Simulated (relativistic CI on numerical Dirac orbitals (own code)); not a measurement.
# Ti³⁺: 3s photoemission with charge transfer

Wanted: the shape of the 3s photoemission spectrum of Ti³⁺ in a cubic metal-ligand cluster, for 5 values of Udd.

Program: relativistic CI on numerical Dirac orbitals (own code) version 3. Level of theory: charge-transfer multiplet model of a cubic metal-ligand cluster with up to 2 ligand holes, Slater and spin-orbit integrals from Dirac-Coulomb-Breit ions, Slater integrals scaled by 0.7. These are calculated values, not measurements, unless marked.

### 1 What is computed

| Item | Value |
| --- | --- |
| ion | Ti³⁺ (Ti IV) |
| nuclear charge | 22 |
| electrons | 19 |
| d electrons | 1 |
| ligand holes at most | 2 |
| parameters | in eV; Veg, Vt2g hoppings, tenDq and tenDqL metal and ligand splittings (negative tenDq: tetrahedral), red the scaling of hopping with a core hole |
| temperature | 300 K |
| widths | Lorentz 1.4 eV, Gauss 0.8 eV |

### 2 Udd = 3.9 eV

Input settings:

```ini
cluster ion=Ti3+ d1 ligand_holes=2 slater_scale=0.7
Delta=5.3 Udd=3.9 Upd=4.7 tenDq=-0.2 tenDqL=0 Veg=1.1 Vt2g=-1.87 red=0.8
spectrum xps 3s T=300 lorentz=1.4 gauss=0.8
```

The run is started by

```
$ python run_levels.py task.json out
```

One command runs all members of the session, one after another, from task.json.

Results of the run (chosen fields of its result record, rounded):

```text
{
  "status": "converged",
  "curve, one point in 4 above 2 % of the maximum [energy, intensity] [eV from the first main peak; 1/eV]": [
    [-3.7, 0.01177],
    [-3.3, 0.0146],
    [-2.9, 0.01862],
    [-2.5, 0.02462],
    [-2.1, 0.03409],
    [-1.7, 0.05016],
    [-1.3, 0.07918],
    [-0.9, 0.1305],
    [-0.5, 0.2011],
    [-0.1, 0.2466],
    [0.3, 0.2209],
    [0.7, 0.1546],
    [1.1, 0.102],
    [1.5, 0.07673],
    [1.9, 0.07301],
    [2.3, 0.08497],
    [2.7, 0.09986],
    [3.1, 0.09823],
    [3.5, 0.07967],
    [3.9, 0.06129],
    [4.3, 0.05059],
    [4.7, 0.04452],
    [5.1, 0.03981],
    [5.5, 0.03697],
    [5.9, 0.0371],
    [6.3, 0.03818],
    [6.7, 0.03645],
    [7.1, 0.03108],
    [7.5, 0.02483],
    [7.9, 0.01957],
    [8.3, 0.01545],
    [8.7, 0.0126],
    [9.1, 0.01131],
    [9.5, 0.01159],
    [9.9, 0.01231],
    [10.3, 0.01153],
    [10.7, 0.009116],
    [11.1, 0.006701],
    [11.5, 0.005077]
  ],
  "weights": [0.609549, 0.345322, 0.045129],
  "n_d": 1.43558,
  "n_eg": 1.0694,
  "ground_S": 0.500003,
  "ground_energy [eV]": -3.83859,
  "cluster_levels [E_eV, degeneracy, S, weight_dn]": [
    [1.643e-14, 4, 0.5, 0.6095],
    [0.4889, 4, 0.5, 0.6269],
    [0.5123, 2, 0.5, 0.6267],
    [6.196, 8, 1.499, 1.168e-06],
    [6.271, 4, 0.504, 0.004188],
    [6.368, 2, 1.499, 4.818e-27],
    [6.369, 4, 1.499, 5.221e-07],
    [6.369, 2, 1.499, 2.204e-09],
    [6.369, 4, 1.499, 2.32e-05],
    [6.399, 4, 0.5032, 1.786e-05],
    [6.401, 2, 0.5025, 4.936e-29],
    [6.582, 4, 1.493, 3.429e-06],
    [6.584, 2, 1.49, 2.34e-29],
    [6.586, 4, 1.495, 3.523e-06],
    [6.588, 2, 1.499, 1.643e-06],
    [6.591, 2, 1.497, 2.933e-06],
    [6.592, 4, 1.491, 2.863e-07]
  ],
  "atomic [eV]": {"ground": {"F2dd": 5.75569, "F4dd": 3.57902, "zeta_d": 0.0171529}, "final": {"F2dd": 5.75569, "F4dd": 3.57902, "zeta_d": 0.0223123, "zeta_core": 0.0, "G2cd": 7.40348}}
}
```

Wall time 3 s (1 thread of Neoverse-V2, shared host); peak memory 0.18 GiB.

### 3 Udd = 1.8 eV

Input settings:

```ini
cluster ion=Ti3+ d1 ligand_holes=2 slater_scale=0.7
Delta=5.3 Udd=1.8 Upd=4.7 tenDq=-0.2 tenDqL=0 Veg=1.1 Vt2g=-1.87 red=0.8
spectrum xps 3s T=300 lorentz=1.4 gauss=0.8
```

Main fields:

```text
{
  "status": "converged",
  "curve, one point in 6 above 2 % of the maximum [energy, intensity] [eV from the first main peak; 1/eV]": [
    [-3.2, 0.01422],
    [-2.6, 0.02076],
    [-2, 0.03329],
    [-1.4, 0.06124],
    [-0.8, 0.1279],
    [-0.2, 0.2225],
    [0.4, 0.2071],
    [1, 0.1167],
    [1.6, 0.07397],
    [2.2, 0.07702],
    [2.8, 0.09844],
    [3.4, 0.08953],
    [4, 0.06622],
    [4.6, 0.05294],
    [5.2, 0.0445],
    [5.8, 0.04473],
    [6.4, 0.04484],
    [7, 0.03586],
    [7.6, 0.02598],
    [8.2, 0.01835],
    [8.8, 0.01451],
    [9.4, 0.01443],
    [10, 0.01422],
    [10.6, 0.01033],
    [11.2, 0.006802],
    [11.8, 0.004981]
  ],
  "weights": [0.588441, 0.353175, 0.0583842],
  "n_d": 1.46994,
  "n_eg": 1.07591,
  "ground_S": 0.500004,
  "ground_energy [eV]": -3.94644,
  "cluster_levels [E_eV, degeneracy, S, weight_dn]": [
    [1.954e-14, 4, 0.5, 0.5884],
    [0.4998, 4, 0.5, 0.6067],
    [0.5231, 2, 0.5, 0.6065],
    [5.938, 8, 1.5, 1.211e-06],
    [6.021, 4, 0.5035, 0.005283],
    [6.13, 2, 1.5, 3.854e-27],
    [6.13, 4, 1.499, 7.896e-07],
    [6.13, 2, 1.5, 1.563e-09],
    [6.131, 4, 1.499, 2.561e-05],
    [6.171, 4, 0.5028, 1.837e-05],
    [6.173, 2, 0.5023, 2.853e-28],
    [6.349, 4, 1.495, 3.779e-06],
    [6.351, 2, 1.493, 3.654e-29],
    [6.354, 4, 1.497, 4.537e-06],
    [6.355, 2, 1.499, 1.344e-06],
    [6.359, 2, 1.498, 3.32e-06],
    [6.36, 4, 1.496, 1.671e-07]
  ],
  "atomic [eV]": {"ground": {"F2dd": 5.75569, "F4dd": 3.57902, "zeta_d": 0.0171529}, "final": {"F2dd": 5.75569, "F4dd": 3.57902, "zeta_d": 0.0223123, "zeta_core": 0.0, "G2cd": 7.40348}}
}
```

It took 3 s on 1 thread of Neoverse-V2, shared host; peak memory 0.19 GiB.

### 4 Udd = 3.2 eV

Input settings:

```ini
cluster ion=Ti3+ d1 ligand_holes=2 slater_scale=0.7
Delta=5.3 Udd=3.2 Upd=4.7 tenDq=-0.2 tenDqL=0 Veg=1.1 Vt2g=-1.87 red=0.8
spectrum xps 3s T=300 lorentz=1.4 gauss=0.8
```

Main fields:

```text
{
  "status": "converged",
  "curve, one point in 6 above 2 % of the maximum [energy, intensity] [eV from the first main peak; 1/eV]": [
    [-3.5, 0.01242],
    [-2.9, 0.01754],
    [-2.3, 0.02675],
    [-1.7, 0.04578],
    [-1.1, 0.0911],
    [-0.5, 0.1851],
    [0.1, 0.2431],
    [0.7, 0.1651],
    [1.3, 0.09052],
    [1.9, 0.0719],
    [2.5, 0.08972],
    [3.1, 0.09976],
    [3.7, 0.07403],
    [4.3, 0.05405],
    [4.9, 0.0446],
    [5.5, 0.03906],
    [6.1, 0.04011],
    [6.7, 0.03857],
    [7.3, 0.02934],
    [7.9, 0.02076],
    [8.5, 0.01474],
    [9.1, 0.01211],
    [9.7, 0.01288],
    [10.3, 0.01208],
    [10.9, 0.008206],
    [11.5, 0.005371]
  ],
  "weights": [0.603144, 0.347829, 0.0490276],
  "n_d": 1.44588,
  "n_eg": 1.07135,
  "ground_S": 0.500003,
  "ground_energy [eV]": -3.87152,
  "cluster_levels [E_eV, degeneracy, S, weight_dn]": [
    [3.02e-14, 4, 0.5, 0.6031],
    [0.4923, 4, 0.5, 0.6208],
    [0.5156, 2, 0.5, 0.6206],
    [6.118, 8, 1.5, 1.181e-06],
    [6.196, 4, 0.5038, 0.004516],
    [6.297, 2, 1.499, 4.264e-27],
    [6.297, 4, 1.499, 6.002e-07],
    [6.297, 2, 1.5, 2.026e-09],
    [6.298, 4, 1.499, 2.386e-05],
    [6.331, 4, 0.503, 1.797e-05],
    [6.332, 2, 0.5025, 1.741e-28],
    [6.512, 4, 1.494, 3.534e-06],
    [6.514, 2, 1.491, 1.027e-28],
    [6.516, 4, 1.496, 3.842e-06],
    [6.518, 2, 1.499, 1.545e-06],
    [6.522, 2, 1.497, 3.063e-06],
    [6.522, 4, 1.493, 2.483e-07]
  ],
  "atomic [eV]": {"ground": {"F2dd": 5.75569, "F4dd": 3.57902, "zeta_d": 0.0171529}, "final": {"F2dd": 5.75569, "F4dd": 3.57902, "zeta_d": 0.0223123, "zeta_core": 0.0, "G2cd": 7.40348}}
}
```

Wall time 3.1 s (1 thread of Neoverse-V2, shared host); peak memory 0.19 GiB.

### 5 Udd = 5.3 eV

Input settings:

```ini
cluster ion=Ti3+ d1 ligand_holes=2 slater_scale=0.7
Delta=5.3 Udd=5.3 Upd=4.7 tenDq=-0.2 tenDqL=0 Veg=1.1 Vt2g=-1.87 red=0.8
spectrum xps 3s T=300 lorentz=1.4 gauss=0.8
```

Main fields:

```text
{
  "status": "converged",
  "curve, one point in 6 above 2 % of the maximum [energy, intensity] [eV from the first main peak; 1/eV]": [
    [-3.9, 0.0108],
    [-3.3, 0.0148],
    [-2.7, 0.02159],
    [-2.1, 0.03453],
    [-1.5, 0.06323],
    [-0.9, 0.1321],
    [-0.3, 0.2352],
    [0.3, 0.2267],
    [0.9, 0.1283],
    [1.5, 0.07805],
    [2.1, 0.07796],
    [2.7, 0.1007],
    [3.3, 0.09074],
    [3.9, 0.0597],
    [4.5, 0.04425],
    [5.1, 0.03728],
    [5.7, 0.03331],
    [6.3, 0.03394],
    [6.9, 0.03218],
    [7.5, 0.02474],
    [8.1, 0.01736],
    [8.7, 0.01211],
    [9.3, 0.009996],
    [9.9, 0.01076],
    [10.5, 0.01029],
    [11.1, 0.006969]
  ],
  "weights": [0.620805, 0.340642, 0.0385523],
  "n_d": 1.41775,
  "n_eg": 1.06604,
  "ground_S": 0.500003,
  "ground_energy [eV]": -3.78019,
  "cluster_levels [E_eV, degeneracy, S, weight_dn]": [
    [3.331e-14, 4, 0.5, 0.6208],
    [0.4827, 4, 0.5, 0.6376],
    [0.5061, 2, 0.5, 0.6374],
    [6.332, 8, 1.499, 1.144e-06],
    [6.402, 4, 0.5044, 0.00363],
    [6.492, 2, 1.499, 9.23e-28],
    [6.492, 4, 1.499, 3.94e-07],
    [6.492, 2, 1.499, 2.456e-09],
    [6.492, 4, 1.499, 2.221e-05],
    [6.518, 4, 0.5034, 1.784e-05],
    [6.519, 2, 0.5027, 8.313e-28],
    [6.702, 4, 1.491, 3.254e-06],
    [6.705, 2, 1.487, 9.429e-29],
    [6.706, 4, 1.494, 2.952e-06],
    [6.708, 2, 1.499, 1.808e-06],
    [6.711, 2, 1.497, 2.704e-06],
    [6.712, 4, 1.485, 3.488e-07]
  ],
  "atomic [eV]": {"ground": {"F2dd": 5.75569, "F4dd": 3.57902, "zeta_d": 0.0171529}, "final": {"F2dd": 5.75569, "F4dd": 3.57902, "zeta_d": 0.0223123, "zeta_core": 0.0, "G2cd": 7.40348}}
}
```

It took 3.2 s on 1 thread of Neoverse-V2, shared host; peak memory 0.19 GiB.

### 6 Udd = 6 eV

Input settings:

```ini
cluster ion=Ti3+ d1 ligand_holes=2 slater_scale=0.7
Delta=5.3 Udd=6 Upd=4.7 tenDq=-0.2 tenDqL=0 Veg=1.1 Vt2g=-1.87 red=0.8
spectrum xps 3s T=300 lorentz=1.4 gauss=0.8
```

Main fields:

```text
{
  "status": "converged",
  "curve, one point in 7 above 2 % of the maximum [energy, intensity] [eV from the first main peak; 1/eV]": [
    [-4, 0.01043],
    [-3.3, 0.01501],
    [-2.6, 0.02356],
    [-1.9, 0.04237],
    [-1.2, 0.09284],
    [-0.5, 0.2081],
    [0.2, 0.24],
    [0.9, 0.1275],
    [1.6, 0.07521],
    [2.3, 0.08629],
    [3, 0.102],
    [3.7, 0.06792],
    [4.4, 0.0445],
    [5.1, 0.03608],
    [5.8, 0.03179],
    [6.5, 0.0324],
    [7.2, 0.02803],
    [7.9, 0.01949],
    [8.6, 0.01268],
    [9.3, 0.009565],
    [10, 0.01031],
    [10.7, 0.009219],
    [11.4, 0.005554]
  ],
  "weights": [0.625767, 0.338464, 0.0357692],
  "n_d": 1.41,
  "n_eg": 1.06459,
  "ground_S": 0.500003,
  "ground_energy [eV]": -3.75419,
  "cluster_levels [E_eV, degeneracy, S, weight_dn]": [
    [2.265e-14, 4, 0.5, 0.6258],
    [0.4799, 4, 0.5, 0.6423],
    [0.5034, 2, 0.5, 0.6421],
    [6.39, 8, 1.499, 1.133e-06],
    [6.459, 4, 0.5046, 0.003393],
    [6.545, 2, 1.499, 1.7e-27],
    [6.545, 4, 1.499, 3.421e-07],
    [6.545, 2, 1.499, 2.536e-09],
    [6.545, 4, 1.499, 2.186e-05],
    [6.569, 4, 0.5036, 1.791e-05],
    [6.57, 2, 0.5028, 9.674e-28],
    [6.754, 4, 1.489, 3.181e-06],
    [6.757, 2, 1.485, 6.835e-29],
    [6.758, 4, 1.493, 2.701e-06],
    [6.759, 2, 1.499, 1.871e-06],
    [6.763, 2, 1.497, 2.611e-06],
    [6.763, 4, 1.481, 3.73e-07]
  ],
  "atomic [eV]": {"ground": {"F2dd": 5.75569, "F4dd": 3.57902, "zeta_d": 0.0171529}, "final": {"F2dd": 5.75569, "F4dd": 3.57902, "zeta_d": 0.0223123, "zeta_core": 0.0, "G2cd": 7.40348}}
}
```

It took 3.2 s on 1 thread of Neoverse-V2, shared host; peak memory 0.19 GiB.

### 7 The spectra side by side

| run | d count | weight without ligand hole | ground S | up to four highest peaks (% of the highest), eV from the first main peak |
| --- | --- | --- | --- | --- |
| Udd = 3.9 eV | 1.44 | 0.61 | 0.50 | 0.0 (100), 2.9 (41), 6.3 (15) |
| Udd = 1.8 eV | 1.47 | 0.59 | 0.50 | 0.0 (100), 3.0 (43), 6.1 (20), 9.7 (6) |
| Udd = 3.2 eV | 1.45 | 0.60 | 0.50 | 0.0 (100), 3.0 (41), 6.3 (17) |
| Udd = 5.3 eV | 1.42 | 0.62 | 0.50 | 0.0 (100), 2.9 (41), 6.5 (13) |
| Udd = 6 eV | 1.41 | 0.63 | 0.50 | 0.0 (100), 2.9 (41), 6.5 (13) |

### 8 Results

```
                           quantity         value
                            d count  1.41 to 1.47
ground spin (effective S from ⟨S²⟩)          0.50
```

**Reading.** From Udd = 1.8 eV to Udd = 6 eV the ground-state d count goes from 1.47 to 1.41. In the first run d1 holds 61 % of the ground state. The cluster parameters are drawn, not fitted to a compound. The exchange splitting of an s hole comes out too large without intra-shell correlation.
